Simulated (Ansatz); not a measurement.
**Cl₂MoOS: a ladder of functionals and wavefunction methods**

One table from this session's results is given with a row withheld; the runs are named, their logs left out.

Computed with Ansatz 0.2.0, Gaussian basis. Level: functionals in def2-TZVPP, the program's frozen cores in correlated methods.

The runs, in order: LDA (SPW92), PBE-D4, revPBE-D4, BLYP-D4, r2SCAN-D4, B97M-V, PBE0-D4, B3LYP-D4, r2SCANh-D4, r2SCAN0-D4, HSE06-D4, BHLYP-D4, CAM-B3LYP-D4, LC-ωPBE, ωB97X-V, ωB97M-V, B2PLYP, PBE-QIDH; CCSD(T)/def2-SVP; CCSD(T)/def2-TZVPP; MP2/def2-QZVPP; extrapolation to the limit; RPA on PBE.

### The geometry

An earlier PBE0-D4 in a triple-zeta def2 set relaxation fixed the geometry. Mo takes the def2 core potential; no spin-orbit term is included.

5 atoms, charge 0, spin multiplicity 1.

Atoms are counted from 1 here; the program's logs count them from 0.

Bond lengths: O1–Mo2 1.658 Å, Mo2–S3 2.094 Å, Mo2–Cl4 2.236 Å, Mo2–Cl5 2.236 Å. Angles: O1–Mo2–S3 107.4°, O1–Mo2–Cl4 109.4°, O1–Mo2–Cl5 109.4°, S3–Mo2–Cl4 109.0°, S3–Mo2–Cl5 109.0°, Cl4–Mo2–Cl5 112.6°.

Set-up of the first run:

File in.yaml:

```yaml
crystal:
  periodic: [false, false, false]
  atoms:
    - {symbol: O, position_ang: [0.007131, -0.082756, 1.739012]}
    - {symbol: Mo, position_ang: [0.008549, -0.017104, 0.082054]}
    - {symbol: S, position_ang: [1.496718, -1.325217, -0.594208]}
    - {symbol: Cl, position_ang: [-1.972776, -0.707841, -0.690010]}
    - {symbol: Cl, position_ang: [0.510277, 2.059218, -0.578249]}
basis:
  gaussian: {orbitals: def2-TZVPP}
hamiltonian: {xc: lda}
output: {orbitals: {seedname: orbitals}}
```

Steps of the session up to this table: LDA; PBE-D4 (GGA); revPBE-D4 (GGA); BLYP-D4 (GGA); r2SCAN-D4 (meta-GGA); B97M-V (meta-GGA); PBE0-D4 (hybrid); B3LYP-D4 (hybrid); r2SCANh-D4 (hybrid); r2SCAN0-D4 (hybrid); HSE06-D4 (hybrid); BHLYP-D4 (hybrid); CAM-B3LYP-D4 (range-separated); LC-ωPBE-D4 (range-separated; the results give it without D4); ωB97X-V (range-separated); ωB97M-V (range-separated); B2PLYP (double hybrid); PBE-QIDH (double hybrid).

One of the session's tables, all rows but one given; the rest of the session is left out.

It belongs to the step «Frontier levels by functional». 

| functional | HOMO (eV) | LUMO (eV) | gap (eV) |
| --- | --- | --- | --- |
| LDA (SPW92) | -7.29 | -4.75 | 2.54 |
| PBE-D4 | ? | ? | ? |
| revPBE-D4 | -7.06 | -4.47 | 2.59 |
| BLYP-D4 | -6.95 | -4.41 | 2.54 |
| r2SCAN-D4 | -7.44 | -4.59 | 2.85 |
| B97M-V | -7.49 | -4.56 | 2.93 |
| PBE0-D4 | -8.39 | -3.94 | 4.45 |
| B3LYP-D4 | -8.13 | -4.10 | 4.03 |
| r2SCANh-D4 | -7.90 | -4.34 | 3.56 |
| r2SCAN0-D4 | -8.60 | -3.96 | 4.64 |
| HSE06-D4 | -7.99 | -4.31 | 3.68 |
| BHLYP-D4 | -9.49 | -3.14 | 6.36 |
| CAM-B3LYP-D4 | -9.67 | -2.94 | 6.73 |
| LC-ωPBE | -11.02 | -1.95 | 9.07 |
| ωB97X-V | -10.66 | -1.96 | 8.70 |
| ωB97M-V | -10.50 | -1.94 | 8.56 |

**Question.** Estimate the row for PBE-D4.

The run gave: HOMO (eV): -7.12; LUMO (eV): -4.54; gap (eV): 2.58. In the column «HOMO (eV)» it lies between LDA (SPW92) (-7.29) and revPBE-D4 (-7.06).
